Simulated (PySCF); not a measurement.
# C5H5FO2: the cost of one run

Computed with PySCF 2.14.0 and routines of our own; the level stands in each step. Atoms count from 0.

## (1) The starting structure

13 atoms, charge 0, multiplicity 1; geometry from: GFN2-xTB.

## (2) Geometry optimisation at HF/def2-SVP

Job settings and geometry (Å):

```
{"job": {"xc": "HF", "basis": "def2-SVP", "grid": 1, "kind": "geom"}, "charge": 0, "multiplicity": 1}
O     -1.521586     2.279773    -0.029689
C     -0.739844     1.378401    -0.121349
C     -1.127733    -0.059926    -0.412430
C     -0.282642    -1.053749     0.382669
C      1.145333    -0.642697     0.230561
F      2.077532    -1.610558     0.304622
C      1.496166     0.616907     0.006734
O      0.583676     1.636653    -0.021614
H     -0.969415    -0.213177    -1.485099
H     -2.190399    -0.175880    -0.204507
H     -0.565330    -1.045208     1.440602
H     -0.420576    -2.069985     0.009753
H      2.510429     0.959932    -0.117983
```

On the command line:

```sh
OMP_NUM_THREADS=1 python excited_run.py task.json out
```

One launch serves the whole session: the jobs run in the order shown.

Q: Estimate the wall time and peak memory of this first job on 1 thread of Arm Neoverse V2, shared host.

About 28 s, with a peak of 0.53 GiB.
